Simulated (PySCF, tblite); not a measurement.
**C₈H₁₂− (doublet): geometry, infrared bands and EPR parameters**

What infrared bands and EPR parameters should C₈H₁₂− (doublet) (`C[C-](C)[C]1C=CCC1`) show?

Computed with tblite 0.8.0 and PySCF 2.14.0, with density-fitted response routines of our own, on a single molecule in the gas phase. Atoms count from 0, in the outputs and in this text.

## (1) The molecule as given

20 atoms, charge -1, multiplicity 2; geometry from: force field or distance geometry start.

Bonds of the start (Å): C0–C1 1.50, C1–C2 1.48, C1–C3 1.45, C3–C4 1.45, C4–C5 1.33, C5–C6 1.50, C6–C7 1.53, C7–C3 1.51, C0–H8 1.09, C0–H9 1.09, C0–H10 1.10, C2–H11 1.09, C2–H12 1.11, C2–H13 1.10, C4–H14 1.07, C5–H15 1.08, C6–H16 1.09, C6–H17 1.09, C7–H18 1.10, C7–H19 1.10.

## (2) Optimising the geometry with GFN2-xTB

The job: settings as JSON, then the geometry in Å.

```
{"job": {"kind": "relax", "xc": "GFN2-xTB", "basis": "xTB"}, "charge": -1, "multiplicity": 2}
C     -2.048400    -1.320100     0.397400
C     -1.244600    -0.065200     0.274800
C     -1.940000     1.242900     0.245200
C      0.175400    -0.142700     0.010600
C      1.011100    -1.309000    -0.167600
C      2.273000    -0.955300    -0.412300
C      2.458700     0.530100    -0.407100
C      1.059600     1.074300    -0.114200
H     -2.289600    -1.711800    -0.594800
H     -1.536400    -2.094000     0.969300
H     -3.002200    -1.127200     0.920100
H     -1.406600     2.011800     0.799100
H     -2.949900     1.177000     0.701400
H     -2.065800     1.579600    -0.796300
H      0.648800    -2.316300    -0.135000
H      3.081800    -1.651200    -0.574000
H      2.831400     0.883500    -1.367200
H      3.164500     0.826600     0.374200
H      0.716000     1.713300    -0.935500
H      1.058400     1.664500     0.809000
```

On the command line:

```bash
$ OMP_NUM_THREADS=1 python probes_run.py task.json out
```

The driver reads the jobs from task.json and runs them one after another.

**Question.** This job is followed by: GFN2-xTB harmonic vibrations, gas phase; UKS B3LYP, pcH-1 on C H, non-relativistic, mean-field spin-orbit, GIAO. What will the session give for the following? strongest single infrared mode (GFN2-xTB); zero-point energy (GFN2-xTB); g(iso) (B3LYP); ⟨S²⟩; largest a(iso) (averaged by class).

**Answer**, as computed:

```
                                 quantity                  value
strongest single infrared mode (GFN2-xTB)  2868 cm⁻¹, 407 km/mol
             zero-point energy (GFN2-xTB)         105.2 kcal/mol
                           g(iso) (B3LYP)                2.00261
                                     ⟨S²⟩     0.760 (exact 0.75)
       largest a(iso) (averaged by class)    13C on C5, 44.4 MHz
```

In words: The optimisation took 84 steps and gained 0.263 eV; among the close pairs (by a distance rule), C4–C5 changed most, from 1.333 to 1.391 Å. No mode is imaginary among the 54: a minimum at this level. The strongest single mode, at 2868 cm⁻¹, moves mainly H12. Unscaled tight-binding wavenumbers are off by several per cent, some by more. Its intensities can rank the bands wrongly. C5 carries the largest spin population, 0.50 e. The isotropic g lies 0.3 ppt above the free-electron value.
